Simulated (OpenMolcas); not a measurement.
# AgH3O2 (SMILES [OH][Ag-][OH2+]): HF/ANO-RCC-VDZ (DKH2, Cholesky decomposition, population LoProp), part 2 of 2

OpenMolcas 26.06. Earlier steps stand in the parts before.

### 3 The triplet, same level

mol.xyz

```xyz
6

O     -1.519370    -1.996790    -0.655360
Ag    -0.362850    -0.432800    -0.170820
O      1.076860     1.219440     0.575230
H     -2.177410    -1.851400    -1.335810
H      1.833370     1.562690     0.097670
H      1.149390     1.498840     1.489090
```

mol.input

```
* AgH3O2 Hartree-Fock

&GATEWAY
 Coord = mol.xyz
 Basis = ANO-RCC-VDZ
 Group = NoSym

&SEWARD
 Medium

&SCF
 UHF
 Spin = 3
 PrOrbitals = 1 1

&LOPROP
```

On the command line:

```bash
$ export MOLCAS_MEM=1860
$ pymolcas mol.input > mol.log
```

The log of the run:

```text
--- Start Module: gateway ---

                                              &GATEWAY

                       available to each process: 1.9 GB of memory, 1 thread

++    Symmetry information:
      ---------------------

                    Character Table for C1

                             E
                    a        1  x, y, xy, Rz, z, xz, Ry, yz, Rx, I
--

++    Basis set information:
      ----------------------

      Basis set label: O.ANO-RCC...3S2P.

      Electronic valence basis set:
      ------------------
      Associated Effective Charge   8.000000 au
      Associated Actual Charge      8.000000 au
      Nuclear Model: Point charge

      Shell  nPrim  nBasis  Cartesian Spherical Contaminant
         s      14       3        X
         p       9       2        X

      Basis set label: AG.ANO-RCC...6S5P3D.

      Electronic valence basis set:
      ------------------
      Associated Effective Charge  47.000000 au
      Associated Actual Charge     47.000000 au
      Nuclear Model: Point charge

      Shell  nPrim  nBasis  Cartesian Spherical Contaminant
         s      21       6        X
         p      18       5        X
         d      13       3                 X

      Basis set label: O.ANO-RCC...3S2P.

      Electronic valence basis set:
      ------------------
      Associated Effective Charge   8.000000 au
      Associated Actual Charge      8.000000 au
      Nuclear Model: Point charge

      Shell  nPrim  nBasis  Cartesian Spherical Contaminant
         s      14       3        X
         p       9       2        X

      Basis set label: H.ANO-RCC...2S.

      Electronic valence basis set:
      ------------------
      Associated Effective Charge   1.000000 au
      Associated Actual Charge      1.000000 au
      Nuclear Model: Point charge

      Shell  nPrim  nBasis  Cartesian Spherical Contaminant
         s       8       2        X
--

++    Molecular structure info:
      -------------------------

                    ************************************************
                    **** Cartesian Coordinates / bohr, angstrom ****
                    ************************************************

     Center  Label                x              y              z                     x              y              z
        1      O1              -2.871193      -3.773386      -1.238451             -1.519370      -1.996790      -0.655360
        2      AG2             -0.685687      -0.817873      -0.322803             -0.362850      -0.432800      -0.170820
        3      O3               2.034970       2.304408       1.087027              1.076860       1.219440       0.575230
        4      H4              -4.114709      -3.498639      -2.524315             -2.177410      -1.851400      -1.335810
        5      H5               3.464567       2.953056       0.184570              1.833370       1.562690       0.097670
        6      H6               2.172032       2.832397       2.813972              1.149390       1.498840       1.489090

                    ***************************************
                    *    InterNuclear Distances / bohr    *
                    ***************************************

               1 O1            2 AG2           3 O3            4 H4            5 H5            6 H6
    1 O1       0.000000
    2 AG2      3.788127        0.000000
    3 O3       8.149716        4.374727        0.000000
    4 H4       1.809769        4.877637        9.194329        0.000000
    5 H5       9.349432        5.630448        1.810779       10.315418        0.000000
    6 H6       9.246223        5.597356        1.811049       10.397232        2.932399        0.000000

                    *******************************************
                    *    InterNuclear Distances / angstrom    *
                    *******************************************

               1 O1            2 AG2           3 O3            4 H4            5 H5            6 H6
    1 O1       0.000000
    2 AG2      2.004590        0.000000
    3 O3       4.312644        2.315006        0.000000
    4 H4       0.957688        2.581135        4.865430        0.000000
    5 H5       4.947506        2.979505        0.958223        5.458684        0.000000
    6 H6       4.892890        2.961993        0.958366        5.501978        1.551759        0.000000

                    **************************************
                    *    Valence Bond Angles / degree    *
                    **************************************
                          Atom centers                 Phi
                      5 H5       3 O3       6 H6       108.12
                      3 O3       5 H5       6 H6        35.94
                      3 O3       6 H6       5 H5        35.94
--

            Nuclear Potential Energy            235.81975764 au

--- Stop Module: gateway /rc=_RC_ALL_IS_WELL_ ---

--- Start Module: seward ---

                                              &SEWARD

                       available to each process: 1.9 GB of memory, 1 thread

[... 98 lines left out ...]
++ Convergence information
[... 34 lines left out ...]
       Convergence after  24 Iterations
[... 4 lines left out ...]
 *                                                       Final Results                                                       *
[... 190 lines left out ...]
      Dipole Moment (debye):
[... 91 lines left out ...]
++ Convergence information
[... 25 lines left out ...]
       Convergence after  17 Iterations
[... 4 lines left out ...]
 *                                                       Final Results                                                       *
[... 190 lines left out ...]
      Dipole Moment (debye):
[... 72 lines left out ...]
++ Convergence information
[... 24 lines left out ...]
       Convergence after  19 Iterations
[... 4 lines left out ...]
 *                                                       Final Results                                                       *
[... 190 lines left out ...]
      Dipole Moment (debye):
[... 72 lines left out ...]
++ Convergence information
[... 24 lines left out ...]
       Convergence after  19 Iterations
[... 4 lines left out ...]
 *                                                       Final Results                                                       *
[... 190 lines left out ...]
      Dipole Moment (debye):
[... 72 lines left out ...]
++ Convergence information
[... 23 lines left out ...]
       Convergence after  18 Iterations
[... 4 lines left out ...]
 *                                                       Final Results                                                       *
[... 190 lines left out ...]
      Dipole Moment (debye):
[... 72 lines left out ...]
++ Convergence information
[... 25 lines left out ...]
       Convergence after  20 Iterations
[... 4 lines left out ...]
 *                                                       Final Results                                                       *
[... 190 lines left out ...]
      Dipole Moment (debye):
[... 72 lines left out ...]
++ Convergence information
[... 22 lines left out ...]
       Convergence after  17 Iterations
[... 4 lines left out ...]
 *                                                       Final Results                                                       *
[... 190 lines left out ...]
      Dipole Moment (debye):
[... 40 lines left out ...]
Dipole magnitude:  0.50043349
[... 27 lines left out ...]
Dipole magnitude:  0.09505741
[... 31 lines left out ...]
Dipole magnitude:  0.28469081
[... 27 lines left out ...]
Dipole magnitude:  0.08691599
[... 31 lines left out ...]
Dipole magnitude:  0.58240727
[... 27 lines left out ...]
Dipole magnitude:  0.22399145
[... 27 lines left out ...]
Dipole magnitude:  0.29326458
[... 8 lines left out ...]
Isotropic Polarizability: 14.41422098

 ====================
 ATOMIC DOMAIN: H4
 ====================
 Domain center:  : -4.11470856 -3.49863895 -2.52431506 / bohr
 Expansion center: -4.11470856 -3.49863895 -2.52431506 / bohr
 Total charge    :  0.31862572

 Electronic multipole moments:
Electronic Charge
 -0.68137428

Electronic Dipole
  0.09158303 -0.00313428  0.08786455
... with nuclear contribution
  0.09158303 -0.00313428  0.08786455

Electronic Quadrupole
 -0.64161878 -0.05518500 -0.08046899 -0.57805644 -0.03537054 -0.60008610
... with nuclear contribution
 -0.64161878 -0.05518500 -0.08046899 -0.57805644 -0.03537054 -0.60008610

Dipole magnitude:  0.12695453

  Symmetrized Local Polarizability Tensor
  mat. size =     3x    3

        4.8424323684655777
        1.9978028625620261      0.0680084368110492
        3.9809635924250122      1.8341729279416201      2.6867727718707100

Isotropic Polarizability:  2.53240453

 =========================
 BOND DOMAIN: H5    ,O3
 =========================
 Domain center:  :  2.74976883  2.62873187  0.63579836 / bohr
 Expansion center:  2.74976883  2.62873187  0.63579836 / bohr
 Total charge    : -0.00000000

 Electronic multipole moments:
Electronic Charge
 -0.00000000

Electronic Dipole
 -0.16449711 -0.08425927  0.08898671

Electronic Quadrupole
  0.33031937  0.20483346 -0.26384955 -0.01754169 -0.11323864  0.06716163

Dipole magnitude:  0.20512815

  Symmetrized Local Polarizability Tensor
  mat. size =     3x    3

       12.6192126681824632
        6.2463352051109036      6.1373982626448127
       -5.2932209431064408     -4.4241729472242977     -0.7718235998931054

Isotropic Polarizability:  5.99492911

 ====================
 ATOMIC DOMAIN: H5
 ====================
 Domain center:  :  3.46456719  2.95305612  0.18456955 / bohr
 Expansion center:  3.46456719  2.95305612  0.18456955 / bohr
 Total charge    :  0.32715467

 Electronic multipole moments:
Electronic Charge
 -0.67284533

Electronic Dipole
 -0.15108791 -0.08572912  0.08720369
... with nuclear contribution
 -0.15108791 -0.08572912  0.08720369

Electronic Quadrupole
 -0.18627576  0.24885074 -0.01966112 -0.22111403  0.00284940 -0.41579430
... with nuclear contribution
 -0.18627576  0.24885074 -0.01966112 -0.22111403  0.00284940 -0.41579430

Dipole magnitude:  0.19437470

  Symmetrized Local Polarizability Tensor
  mat. size =     3x    3

       11.6760331431936120
        8.5394160290791561      5.5112305483638062
       -2.0263969321457505     -1.4813468318279488     -1.0861452041320641

Isotropic Polarizability:  5.36703950

 =========================
 BOND DOMAIN: H6    ,O3
 =========================
 Domain center:  :  2.10350139  2.56840237  1.95049972 / bohr
 Expansion center:  2.10350139  2.56840237  1.95049972 / bohr
 Total charge    :  0.00000000

 Electronic multipole moments:
Electronic Charge
  0.00000000

Electronic Dipole
 -0.02818567 -0.07077587 -0.18911804

Electronic Quadrupole
 -0.09111045  0.02799016  0.05341956 -0.04598393  0.19144920  0.51633713

Dipole magnitude:  0.20388548

  Symmetrized Local Polarizability Tensor
  mat. size =     3x    3

        1.7674694702258984
        2.6117489712425597      5.1277555244553872
        7.9128109758673224      9.0965896697116513     11.3310348365027096

Isotropic Polarizability:  6.07541994

 ====================
 ATOMIC DOMAIN: H6
 ====================
 Domain center:  :  2.17203231  2.83239711  2.81397228 / bohr
 Expansion center:  2.17203231  2.83239711  2.81397228 / bohr
 Total charge    :  0.32757101

 Electronic multipole moments:
Electronic Charge
 -0.67242899

Electronic Dipole
 -0.02088666 -0.07047606 -0.16837989
... with nuclear contribution
 -0.02088666 -0.07047606 -0.16837989

Electronic Quadrupole
 -0.34271844  0.13340301  0.08820223 -0.24835574  0.17043669 -0.26052746
... with nuclear contribution
 -0.34271844  0.13340301  0.08820223 -0.24835574  0.17043669 -0.26052746

Dipole magnitude:  0.18372511

  Symmetrized Local Polarizability Tensor
  mat. size =     3x    3

        1.5554379907857838
        3.5688826277378860      4.9099359018858326
        5.5098422568408330      7.7545991803750560     10.7035940796490703

Isotropic Polarizability:  5.72298932

 === Charge capacitance for bonds ===
AG2   O1      3.33610173
H4    O1      5.50003382
O3    AG2     3.02539198
H4    AG2     0.01874387
H5    O3      3.65806287
H6    O3      3.85458088
 === =========================== ===

 **********************************************************************************
 *                        The Molecular Multipole Moments                         *
 **********************************************************************************
 Expansion center: -0.56659372 -0.72583436 -0.24104402 / bohr

l=0

xyz    Nuclear        Electronic     Molecular

000     66.00000000    -66.00000000     -0.00000000

l=1

xyz    Nuclear        Electronic     Molecular

100      0.00000000      0.36435976      0.36435976
010      0.00000000      0.49498020      0.49498020
001      0.00000000      0.10779541      0.10779541

l=2

xyz    Nuclear        Electronic     Molecular

200    133.64058162   -155.80976106    -22.16917944
110    154.18231644   -148.68276550      5.49955094
101     64.67069538    -61.17890781      3.49178757
020    182.04134914   -209.43431763    -27.39296849
011     75.63319178    -71.84970644      3.78348534
002     37.11051974    -62.45199282    -25.34147308

  Molecular Polarizability Tensor
  mat. size =     3x    3

      168.9383338179274006
       83.9600107875822346    129.4779776881749171
       49.4727338969887498     48.1503052888483580    118.5042610800140892

 **********************************************************************************
 *       Errors introduced by zeroing multipole moments greater than l =  1       *
 **********************************************************************************

l=2

  m     Original       New            Error            Percent

 -2      5.49955094      3.06735501      2.43219593     44.23
 -1      3.78348534      2.42458825      1.35889709     35.92
  0     -0.32354658     -0.45789302      0.13434644     41.52
  1      3.49178757      2.82939530      0.66239226     18.97
  2      2.61189452      1.98766013      0.62423439     23.90

Root mean square =       1.31214781

 **********************************************************************************
 *       Errors introduced by zeroing multipole moments greater than l =  0       *
 **********************************************************************************

l=1

  m     Original       New            Error            Percent

 -1      0.49498020      0.47046277      0.02451742      4.95
  0      0.10779541     -0.14778793      0.25558334    237.10
  1      0.36435976      0.10742881      0.25693095     70.52

Root mean square =       0.20971207

l=2

  m     Original       New            Error            Percent

 -2      5.49955094      3.51393531      1.98561563     36.11
 -1      3.78348534      2.36137944      1.42210590     37.59
  0     -0.32354658     -0.18957849     -0.13396809     41.41
  1      3.49178757      2.78658951      0.70519806     20.20
  2      2.61189452      1.86073187      0.75116266     28.76

Root mean square =       1.18697529
--- Stop Module: loprop /rc=_RC_ALL_IS_WELL_ ---
--- Module loprop spent 18 seconds ---

.##################.
.# Happy landing! #.
.##################.

    Timing: Wall=31.00 User=27.49 System=3.36
```

Wall time 31 s (1 thread of Arm Neoverse V2, shared host); peak memory 0.21 GiB.

Atomic charges (e):

```
atom  Mulliken  program's own
  O1    -0.285         -0.337
 Ag2    +0.029         +0.036
  O3    -0.723         -0.672
  H4    +0.274         +0.319
  H5    +0.349         +0.327
  H6    +0.355         +0.328
```

### 4 Summary of results

This closing draws on all 2 parts.

At HF/ANO-RCC-VDZ (DKH2, Cholesky decomposition, population LoProp):

| quantity | value |
| --- | --- |
| singlet: total energy | -5463.44282 Eh |
| singlet: dipole moment | 9.55 D |
| singlet: HOMO energy | -9.37 eV |
| singlet: LUMO energy | 0.75 eV |
| singlet: HOMO–LUMO gap | 10.12 eV |
| singlet: mean static polarisability | 24.7 bohr³ |
| triplet: total energy | -5463.33762 Eh |
| triplet: dipole moment | 1.59 D |
| triplet: HOMO energy (highest over α and β) | -3.82 eV |
| triplet: LUMO energy (lowest over α and β) | 0.87 eV |
| triplet: ⟨S²⟩ | 2.009 |
| triplet: mean static polarisability | 139.0 bohr³ |
| vertical energy of the triplet above the singlet | 2.863 eV |

In words: At this shape the triplet lies 2.86 eV (66 kcal/mol) above the singlet. Mulliken charges (singlet) run from -1.01 on O1 to +0.71 on Ag2; they depend strongly on the basis. Mulliken charges (triplet) run from -0.72 on O3 to +0.35 on H6; they depend strongly on the basis.
